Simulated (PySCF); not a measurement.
# CoF6 (-3): ligand-field states, part 2 of 2

PySCF 2.14.0. Atoms count from 0.

## (5) Ligand-field states: state-averaged CASSCF (axial bond length × 1.05) in water

Job settings and geometry (Å):

```
{"job": {"kind": "lf", "basis": {"metal": "x2c-TZVPall", "ligand": "x2c-SVPall"}, "nevpt": true, "solvent": "water", "reuse": true}, "charge": -3, "metal": "Co", "open_shell": "d6"}
Co     0.000000     0.000000     0.000000
F      0.000000     0.000000     2.005500
F      0.000000     0.000000    -2.005500
F      1.910000     0.000000     0.000000
F     -1.910000     0.000000     0.000000
F      0.000000     1.910000     0.000000
F     -0.000000    -1.910000     0.000000
```

With the program's defaults for keys left out, this is: state-averaged CASSCF of the metal d shell, SC-NEVPT2 on the averaged canonical orbitals, state-interaction spin-orbit coupling.

The program printed:

```text
basis functions 132, electrons 84, active (6e, 5o)
start from the orbitals of the previous structure
stage 1: DIIS on the effective Fock matrix, level shift 0.30
cycle   1  E = -1987.9630264598  dE = -1.988e+03  max|g| = 3.248e+00
cycle   2  E = -1988.8451743921  dE = -8.821e-01  max|g| = 2.853e-01
cycle   3  E = -1988.7592449645  dE =  8.593e-02  max|g| = 2.400e-01
cycle   4  E = -1988.7901361071  dE = -3.089e-02  max|g| = 1.540e-01
cycle   5  E = -1988.8907219778  dE = -1.006e-01  max|g| = 4.476e-02
cycle   6  E = -1988.8605396679  dE =  3.018e-02  max|g| = 1.120e-01
cycle   7  E = -1988.8707704971  dE = -1.023e-02  max|g| = 7.471e-02
cycle   8  E = -1988.8971484081  dE = -2.638e-02  max|g| = 4.894e-02
cycle   9  E = -1988.8656099716  dE =  3.154e-02  max|g| = 9.936e-02
cycle  10  E = -1988.7692028777  dE =  9.641e-02  max|g| = 2.345e-01
cycle  11  E = -1988.5431395887  dE =  2.261e-01  max|g| = 5.286e-01
cycle  12  E = -1988.3119135458  dE =  2.312e-01  max|g| = 6.705e-01
cycle  13  E = -1987.9845910642  dE =  3.273e-01  max|g| = 8.449e-01
cycle  14  E = -1987.5336807767  dE =  4.509e-01  max|g| = 9.657e-01
cycle  15  E = -1986.9709115499  dE =  5.628e-01  max|g| = 1.155e+00
stage 2: quasi-Newton rotations from the point of smallest gradient
cycle  17  E = -1988.8987174948  dE = -7.996e-03  max|g| = 2.307e-02
cycle  18  E = -1988.8996166848  dE = -8.992e-04  max|g| = 1.143e-02
cycle  19  E = -1988.8997186477  dE = -1.020e-04  max|g| = 2.541e-03
cycle  20  E = -1988.8997219653  dE = -3.318e-06  max|g| = 1.386e-03
cycle  21  E = -1988.8997240672  dE = -2.102e-06  max|g| = 1.355e-04
cycle  22  E = -1988.8997241165  dE = -4.930e-08  max|g| = 4.887e-05
cycle  23  E = -1988.8997241202  dE = -3.727e-09  max|g| = 1.611e-05
cycle  24  E = -1988.8997241204  dE = -2.294e-10  max|g| = 5.857e-06
converged average energy = -1988.8997241204

 mult deg   label        CASSCF/cm-1   NEVPT2/cm-1
   5   2   5Eg                 0.0           0.0
   5   1   5B2g              677.2         844.5
   1   1   1A1g            19028.9        9040.2
   3   2   3Eg             15628.5        9644.2
   5   1   5A1g             8320.8       11888.8
   3   1   3A2g            17416.5       11971.0
   3   1   3B2g            19561.7       14633.5
   5   1   5B1g            11166.2       15370.9
   3   2   3Eg             21223.6       17527.1
   1   2   1Eg             26404.4       20481.9
   3   1   3A2g            23332.2       21043.3
   1   1   1A2g            27903.7       22454.1
   3   2   3Eg             25016.1       23366.3
   3   2   3Eg             27146.8       24653.8
   3   1   3B2g            27381.9       25381.9
   3   1   3A2g            28703.2       26611.6
   3   2   3Eg             29569.9       27244.1
   3   1   3B1g            28658.4       27815.7
   3   1   3A1g            29182.9       28952.8
   1   1   1B2g            33832.2       30764.9
   1   2   1Eg             34239.4       31655.6
   3   2   3Eg             33889.5       32347.5
   3   1   3B2g            34142.8       32824.9
   1   1   1B1g            35571.3       32857.7
   1   1   1B2g            38029.9       33488.2
   3   1   3B1g            34720.6       34464.1
   1   1   1A1g            37753.1       35443.6
   3   1   3A1g            35040.8       35811.0
   3   2   3Eg             35505.3       36927.9
   1   2   1Eg             40272.1       37506.2
   1   1   1A1g            39387.0       37516.4
   3   1   3B1g            37304.4       38927.3
   3   1   3B2g            40775.0       38976.2
   3   1   3A2g            37265.6       39371.2
   1   2   1Eg             42377.4       40442.7
   3   2   3Eg             41756.8       40843.8
   3   1   3A1g            39982.1       41493.6
   1   2   1T1g            42174.1       41871.1
   1   1   1B2g            46460.6       43937.0
   1   2   1Eg             47408.6       45673.0
   3   2   3Eg             43937.3       45735.5
   3   1   3A2g            43860.6       46515.1
   3   1   3A1g            47084.9       46871.1
   1   2   1Eg             49285.1       47191.3
   3   1   3B1g            47575.4       47431.3
   1   1   1B2g            48867.7       47521.8
   1   1   1A1g            47010.0       47914.4
   1   1   1B1g            47221.5       48006.0
   1   1   1A1g            56579.5       52917.6
   1   1   1B1g            56628.9       53527.5
   1   1   1A1g            53219.6       54100.2
   1   1   1B1g            58251.5       54837.3
   1   2   1Eg             59231.6       55928.8
   1   1   1A2g            61172.0       58161.7
   3   2   3Eg             65597.9       59437.1
   1   2   1Eg             61890.7       60959.3
   3   1   3B1g            67538.3       61527.1
   1   1   1B2g            62111.8       61709.8
   3   1   3A2g            68377.6       62101.6
   3   2   3Eg             69460.3       64661.5

spin-orbit levels / cm-1
      0.00  x2  5Eg 0.96 5B2g 0.04
     56.44  x1  5Eg 0.91 5B2g 0.08
    144.61  x1  5Eg 0.99
    232.92  x2  5Eg 0.96 5B2g 0.04
    353.27  x1  5Eg 0.95 5B2g 0.05
    416.20  x1  5Eg 0.94 5B2g 0.05
    582.75  x2  5Eg 1.00
   1152.23  x1  5B2g 0.95 5Eg 0.05
   1155.55  x1  5B2g 0.94 5Eg 0.05
   1241.72  x2  5B2g 0.92 5Eg 0.08
   1268.41  x1  5B2g 0.91 5Eg 0.08
   8718.49  x1  1A1g 0.73 3Eg 0.25
   9667.92  x1  3Eg 0.99
   9713.80  x1  3Eg 0.99
   9985.38  x2  3Eg 0.98
  10326.54  x1  3Eg 0.99
  10670.34  x1  3Eg 0.68 1A1g 0.20 3A2g 0.11
  12203.81  x1  5A1g 0.99
  12204.46  x2  5A1g 0.99
  12207.80  x1  5A1g 1.00
  12207.82  x1  5A1g 1.00
  12344.10  x2  3A2g 0.99
  12548.07  x1  3A2g 0.86 1A1g 0.07 3Eg 0.05
  14911.39  x2  3B2g 0.96
  14947.51  x1  3B2g 0.95 5B1g 0.04
  15672.73  x1  5B1g 0.99
  15673.71  x1  5B1g 0.99
  15705.97  x2  5B1g 0.97
  15718.33  x1  5B1g 0.96 3B2g 0.04
  17669.16  x1  3Eg 0.97
```

Run time: 9.5 s. Hardware: 1 thread of Arm Neoverse V1, shared host; peak memory 0.33 GiB.

In short:

```csv
quantity,value
spin-orbit constant ζ,558 cm⁻¹
```

Powder susceptibility:

```csv
T (K),χT (cm³ K/mol),μ(eff)
2,2.874,4.79
20,3.314,5.15
100,3.897,5.58
300,3.946,5.62
```

## (6) Ligand-field states: state-averaged CASSCF (axial bond length × 1.1) in water

Settings changed since step 5:

```diff
@@ -2,4 +2,4 @@
 Co     0.000000     0.000000     0.000000
-F      0.000000     0.000000     2.005500
-F      0.000000     0.000000    -2.005500
+F      0.000000     0.000000     2.101000
+F      0.000000     0.000000    -2.101000
 F      1.910000     0.000000     0.000000
```

Level: state-averaged CASSCF of the metal d shell, SC-NEVPT2 on the averaged canonical orbitals, state-interaction spin-orbit coupling.

The program printed:

```text
basis functions 132, electrons 84, active (6e, 5o)
start from the orbitals of the previous structure
stage 1: DIIS on the effective Fock matrix, level shift 0.30
cycle   1  E = -1988.7697725715  dE = -1.989e+03  max|g| = 9.780e-01
cycle   2  E = -1988.8793712884  dE = -1.096e-01  max|g| = 1.125e-01
cycle   3  E = -1988.6918990184  dE =  1.875e-01  max|g| = 4.139e-01
cycle   4  E = -1988.4521710709  dE =  2.397e-01  max|g| = 5.951e-01
cycle   5  E = -1987.5944498965  dE =  8.577e-01  max|g| = 1.062e+00
cycle   6  E = -1987.7577356655  dE = -1.633e-01  max|g| = 9.844e-01
cycle   7  E = -1988.1192907545  dE = -3.616e-01  max|g| = 7.294e-01
cycle   8  E = -1988.1438686321  dE = -2.458e-02  max|g| = 6.673e-01
cycle   9  E = -1987.9691543500  dE =  1.747e-01  max|g| = 8.150e-01
cycle  10  E = -1987.7640580694  dE =  2.051e-01  max|g| = 9.748e-01
cycle  11  E = -1987.5884883832  dE =  1.756e-01  max|g| = 1.078e+00
cycle  12  E = -1987.6046689530  dE = -1.618e-02  max|g| = 1.034e+00
cycle  13  E = -1987.5917358768  dE =  1.293e-02  max|g| = 1.054e+00
cycle  14  E = -1987.1631259814  dE =  4.286e-01  max|g| = 1.259e+00
cycle  15  E = -1987.0270757504  dE =  1.361e-01  max|g| = 1.364e+00
stage 2: quasi-Newton rotations from the point of smallest gradient
cycle  17  E = -1988.8926105664  dE = -1.324e-02  max|g| = 1.861e-02
cycle  18  E = -1988.8930604836  dE = -4.499e-04  max|g| = 8.540e-03
cycle  19  E = -1988.8930958921  dE = -3.541e-05  max|g| = 5.342e-03
cycle  20  E = -1988.8931117200  dE = -1.583e-05  max|g| = 3.505e-04
cycle  21  E = -1988.8931120342  dE = -3.141e-07  max|g| = 1.622e-04
cycle  22  E = -1988.8931120634  dE = -2.920e-08  max|g| = 6.034e-05
cycle  23  E = -1988.8931120664  dE = -2.997e-09  max|g| = 9.593e-06
converged average energy = -1988.8931120664

 mult deg   label        CASSCF/cm-1   NEVPT2/cm-1
   5   2   5Eg                 0.0           0.0
   5   1   5B2g             1252.7        1529.7
   3   2   3Eg             15649.2        9534.7
   5   1   5A1g             6617.3        9802.1
   1   1   1A1g            20483.9       10806.8
   3   1   3B2g            19233.3       13899.4
   3   1   3A2g            19089.7       14204.1
   5   1   5B1g            11843.9       16281.9
   3   1   3A2g            22013.3       19074.1
   3   2   3Eg             22309.2       19359.5
   1   2   1Eg             26693.4       20666.1
   3   2   3Eg             25061.5       23268.4
   1   1   1A2g            29535.9       24565.8
   3   2   3Eg             27319.7       24694.8
   3   1   3B2g            27766.3       26056.2
   3   1   3A2g            28730.7       26822.3
   3   1   3B1g            28421.1       27562.0
   3   2   3Eg             30261.8       28001.4
   3   1   3A1g            29131.8       29474.0
   1   1   1B2g            33900.1       30871.1
   1   1   1B1g            34284.7       31160.9
   1   1   1B2g            36608.2       31576.8
   1   2   1Eg             34721.6       32452.3
   3   2   3Eg             33435.9       32669.2
   3   1   3B2g            34028.9       33119.5
   3   1   3B1g            34025.9       33581.7
   3   1   3A1g            33922.7       33917.1
   1   1   1A1g            37532.8       34984.9
   3   2   3Eg             34879.8       35256.8
   3   1   3B2g            40119.4       37666.1
   1   2   1Eg             39736.9       37732.0
   1   1   1A1g            40906.0       39518.7
   3   1   3B1g            37998.6       39824.2
   3   1   3A2g            37786.9       40098.5
   3   1   3A1g            39126.0       40194.4
   3   2   3Eg             41238.6       40856.7
   1   2   1Eg             43529.0       41286.7
   1   1   1A2g            42295.3       41529.9
   1   1   1B1g            41615.2       41920.5
   1   1   1B2g            45513.7       42717.6
   3   2   3Eg             44014.0       45413.9
   1   2   1Eg             47212.8       45842.2
   3   1   3A2g            43102.3       45979.1
   1   1   1A1g            46102.7       46645.8
   1   2   1Eg             49451.9       47000.6
   3   1   3A1g            47029.6       47059.7
   1   1   1B1g            46972.2       47401.9
   1   1   1B2g            48597.5       47436.2
   3   1   3B1g            47712.9       47685.2
   1   1   1A1g            56303.0       52516.4
   1   1   1B1g            56004.3       53319.8
   1   1   1A1g            52972.1       54108.9
   1   2   1Eg             57904.7       54353.7
   1   1   1B1g            58919.5       55725.1
   3   2   3Eg             65071.1       58832.6
   1   1   1A2g            61818.9       58838.8
   1   2   1Eg             61619.9       60156.5
   1   1   1B2g            61534.3       60793.0
   3   1   3B1g            67675.5       61685.7
   3   2   3Eg             68398.2       63151.6

spin-orbit levels / cm-1
      0.00  x2  5Eg 0.98
     74.75  x1  5Eg 0.96 5B2g 0.04
    125.20  x1  5Eg 0.99
    229.97  x2  5Eg 0.98
    353.49  x1  5Eg 0.98
    419.53  x1  5Eg 0.98
    570.30  x2  5Eg 1.00
   1804.64  x1  5B2g 0.98
   1805.96  x1  5B2g 0.98
   1877.36  x2  5B2g 0.97 5Eg 0.03
   1899.98  x1  5B2g 0.96 5Eg 0.03
   9520.95  x1  3Eg 0.99
   9574.39  x1  3Eg 0.71 1A1g 0.27
   9575.98  x1  3Eg 0.99
   9850.38  x2  3Eg 0.95 5A1g 0.04
  10113.89  x1  5A1g 0.98
  10115.06  x2  5A1g 0.99
  10119.65  x2  5A1g 0.96 3Eg 0.04
  10213.54  x1  3Eg 0.99
  11530.47  x1  1A1g 0.68 3Eg 0.26 3A2g 0.05
  14191.33  x2  3B2g 0.98
  14230.25  x1  3B2g 0.99
  14544.02  x2  3A2g 0.99
  14661.08  x1  3A2g 0.94 1A1g 0.04
  16569.97  x1  5B1g 0.99
  16570.73  x1  5B1g 0.99
  16585.08  x2  5B1g 0.99
  16589.83  x1  5B1g 0.99
  19154.22  x2  3A2g 0.66 3Eg 0.21 1Eg 0.12
  19367.71  x1  3A2g 0.81 3Eg 0.17
```

It took 9.3 s on 1 thread of Arm Neoverse V1, shared host; peak memory 0.33 GiB.

In short:

```csv
quantity,value
spin-orbit constant ζ,558 cm⁻¹
```

Powder susceptibility:

```csv
T (K),χT (cm³ K/mol),μ(eff)
2,3.038,4.93
20,3.367,5.19
100,3.887,5.58
300,3.863,5.56
```

## (7) Ligand-field states: state-averaged CASSCF (axial bond length × 1.2) in water

Settings changed since step 6:

```diff
@@ -2,4 +2,4 @@
 Co     0.000000     0.000000     0.000000
-F      0.000000     0.000000     2.101000
-F      0.000000     0.000000    -2.101000
+F      0.000000     0.000000     2.292000
+F      0.000000     0.000000    -2.292000
 F      1.910000     0.000000     0.000000
```

Method: state-averaged CASSCF of the metal d shell, SC-NEVPT2 on the averaged canonical orbitals, state-interaction spin-orbit coupling.

The program printed:

```text
basis functions 132, electrons 84, active (6e, 5o)
start from the orbitals of the previous structure
stage 1: DIIS on the effective Fock matrix, level shift 0.30
cycle   1  E = -1988.6117020560  dE = -1.989e+03  max|g| = 1.036e+00
cycle   2  E = -1988.7812815966  dE = -1.696e-01  max|g| = 2.109e-01
cycle   3  E = -1988.8036247907  dE = -2.234e-02  max|g| = 1.542e-01
cycle   4  E = -1988.8458845976  dE = -4.226e-02  max|g| = 8.783e-02
cycle   5  E = -1988.8601501892  dE = -1.427e-02  max|g| = 6.049e-02
cycle   6  E = -1988.8473478713  dE =  1.280e-02  max|g| = 9.327e-02
cycle   7  E = -1988.3969318447  dE =  4.504e-01  max|g| = 5.402e-01
cycle   8  E = -1987.7349713490  dE =  6.620e-01  max|g| = 9.679e-01
cycle   9  E = -1987.2414440833  dE =  4.935e-01  max|g| = 1.299e+00
cycle  10  E = -1986.8073933708  dE =  4.341e-01  max|g| = 1.537e+00
cycle  11  E = -1986.3001608423  dE =  5.072e-01  max|g| = 1.758e+00
cycle  12  E = -1985.8268428514  dE =  4.733e-01  max|g| = 1.936e+00
cycle  13  E = -1985.4796761536  dE =  3.472e-01  max|g| = 2.057e+00
cycle  14  E = -1985.2776955076  dE =  2.020e-01  max|g| = 2.113e+00
cycle  15  E = -1985.1921112351  dE =  8.558e-02  max|g| = 2.123e+00
stage 2: quasi-Newton rotations from the point of smallest gradient
cycle  17  E = -1988.8702520741  dE = -1.010e-02  max|g| = 2.060e-02
cycle  18  E = -1988.8707533072  dE = -5.012e-04  max|g| = 1.894e-02
cycle  19  E = -1988.8709149178  dE = -1.616e-04  max|g| = 4.262e-03
cycle  20  E = -1988.8709249196  dE = -1.000e-05  max|g| = 7.819e-04
cycle  21  E = -1988.8709255460  dE = -6.264e-07  max|g| = 3.239e-04
cycle  22  E = -1988.8709256526  dE = -1.066e-07  max|g| = 4.838e-05
cycle  23  E = -1988.8709256594  dE = -6.855e-09  max|g| = 1.805e-05
cycle  24  E = -1988.8709256600  dE = -6.044e-10  max|g| = 5.966e-06
converged average energy = -1988.8709256600

 mult deg   label        CASSCF/cm-1   NEVPT2/cm-1
   5   2   5Eg                 0.0           0.0
   5   1   5B2g             2207.7        2590.8
   5   1   5A1g             4081.6        6469.0
   3   2   3Eg             15388.7        8934.9
   3   1   3B2g            18522.3       12502.8
   1   1   1A1g            22469.9       13388.6
   3   1   3A2g            19530.1       15530.0
   3   1   3A2g            21629.5       17630.1
   5   1   5B1g            13006.3       17800.2
   1   2   1Eg             26871.5       20548.1
   3   2   3Eg             23407.0       21540.9
   3   2   3Eg             24861.2       22508.4
   3   2   3Eg             27368.9       24504.7
   3   1   3B2g            28222.0       26952.4
   3   1   3B1g            27920.3       27027.1
   3   1   3A2g            28952.6       27098.6
   1   1   1A2g            31866.2       27839.8
   1   1   1B1g            32085.9       28016.5
   1   1   1B2g            34725.9       28435.9
   3   1   3A1g            28181.0       28912.2
   3   2   3Eg             31410.1       29193.5
   1   1   1B2g            33361.5       30289.4
   3   1   3B1g            32697.1       31644.0
   3   1   3A1g            32840.9       31855.7
   3   2   3Eg             32230.6       32074.9
   3   1   3B2g            33522.2       32718.0
   3   2   3Eg             34476.6       33371.8
   1   2   1Eg             35340.9       33432.7
   1   1   1A1g            36760.1       33452.2
   1   2   1Eg             38288.1       35945.4
   3   1   3B2g            39591.1       36336.9
   3   1   3A1g            37635.8       37641.2
   1   1   1B1g            40318.5       40384.7
   1   1   1B2g            43756.4       40438.2
   3   2   3Eg             40354.0       40551.2
   3   1   3A2g            38556.8       41203.7
   3   1   3B1g            39170.9       41350.9
   1   1   1A2g            42395.2       41537.5
   1   1   1A1g            42548.4       41736.1
   1   2   1Eg             45468.7       43950.6
   3   1   3A2g            41834.4       44510.7
   1   1   1A1g            45037.1       44804.1
   1   2   1Eg             46507.3       45237.9
   3   2   3Eg             44576.6       45874.9
   1   1   1B1g            46785.9       46375.1
   1   2   1Eg             49769.0       46830.0
   1   1   1B2g            48240.2       47300.6
   3   1   3A1g            47460.3       48027.0
   3   1   3B1g            48215.8       48419.7
   1   2   1Eg             55614.6       51687.3
   1   1   1B1g            55035.1       53181.2
   1   1   1A1g            56533.6       53253.5
   1   1   1A1g            52422.8       53423.0
   1   1   1B1g            59833.6       56914.1
   3   2   3Eg             64673.7       58612.2
   1   1   1B2g            60426.2       58816.8
   1   2   1Eg             61585.7       59337.5
   1   1   1A2g            62756.2       59702.0
   3   2   3Eg             66764.1       60670.8
   3   1   3B1g            67895.8       61944.1

spin-orbit levels / cm-1
      0.00  x2  5Eg 0.99
     82.07  x1  5Eg 0.98
    107.96  x1  5Eg 0.99
    220.64  x2  5Eg 0.98
    339.30  x1  5Eg 0.98
    419.10  x1  5Eg 0.99
    562.48  x2  5Eg 1.00
   2847.41  x1  5B2g 0.99
   2848.55  x1  5B2g 0.99
   2908.42  x2  5B2g 0.98
   2927.62  x1  5B2g 0.98
   6781.31  x1  5A1g 0.99
   6781.43  x1  5A1g 0.99
   6784.18  x2  5A1g 0.99
   6784.94  x1  5A1g 0.98
   8907.86  x1  3Eg 0.98
   8984.92  x1  3Eg 0.99
   9238.12  x2  3Eg 0.98
   9329.42  x1  3Eg 0.94 1A1g 0.04
   9597.99  x1  3Eg 0.99
  12812.55  x2  3B2g 0.98
  12850.28  x1  3B2g 0.98
  13764.68  x1  1A1g 0.93 3Eg 0.04
  15852.55  x2  3A2g 0.98
  15930.09  x1  3A2g 0.98
  17933.41  x2  3A2g 0.98
  18000.29  x1  3A2g 0.91 5B1g 0.05
  18078.03  x1  5B1g 0.99
  18082.79  x1  5B1g 0.94 3A2g 0.05
  18088.64  x2  5B1g 0.99
```

It took 9.5 s on 1 thread of Arm Neoverse V1, shared host; peak memory 0.34 GiB.

From this job:

```csv
quantity,value
spin-orbit constant ζ,558 cm⁻¹
```

Powder susceptibility:

```csv
T (K),χT (cm³ K/mol),μ(eff)
2,3.099,4.98
20,3.407,5.22
100,3.892,5.58
300,3.837,5.54
```

## (8) The runs side by side

From the NEVPT2 states (cm⁻¹; the spread is that of the fitted one-electron ligand-field levels):

```csv
step,setting,ground state,next state,orbital spread,Racah B,ζ,"μ(eff), 300 K"
2,as given,5T2g,1A1g at 6881,13170,1138,557,5.74
3,axial bond length × 0.9,5B2g,5Eg at 2617,21069,1147,553,5.14
4,axial bond length × 0.95,5B2g,5Eg at 1112,16695,1143,556,5.36
5,axial bond length × 1.05,5Eg,5B2g at 844,14049,1137,558,5.62
6,axial bond length × 1.1,5Eg,5B2g at 1530,14802,1138,558,5.56
7,axial bond length × 1.2,5Eg,5B2g at 2591,16156,1142,558,5.54
```

## (9) Summary of results

This closing draws on all 2 parts.

| quantity | value |
| --- | --- |
| spin-orbit constant ζ (step 2, state-averaged CASSCF in water) | 557 cm⁻¹ |
| ground multiplicity, μ(eff) at 300 K (step 2, 6 donors at 1.91 Å) | 5, 5.74 μB |
| ground multiplicity, μ(eff) at 300 K (step 3, 6 donors at 1.72 to 1.91 Å) | 5, 5.14 μB |
| ground multiplicity, μ(eff) at 300 K (step 4, 6 donors at 1.81 to 1.91 Å) | 5, 5.36 μB |
| ground multiplicity, μ(eff) at 300 K (step 5, 6 donors at 1.91 to 2.01 Å) | 5, 5.62 μB |
| ground multiplicity, μ(eff) at 300 K (step 6, 6 donors at 1.91 to 2.10 Å) | 5, 5.56 μB |
| ground multiplicity, μ(eff) at 300 K (step 7, 6 donors at 1.91 to 2.29 Å) | 5, 5.54 μB |

**Reading.** In step 2, χT goes from 3.12 at 2 K to 4.12 cm³ K/mol at 300 K, as higher levels fill or mix in. The spread of the ligand-field levels runs from 13170 cm⁻¹ (as given) to 21069 cm⁻¹ (axial bond length × 0.9); μ(eff) at 300 K: 5.14 to 5.74 μB.
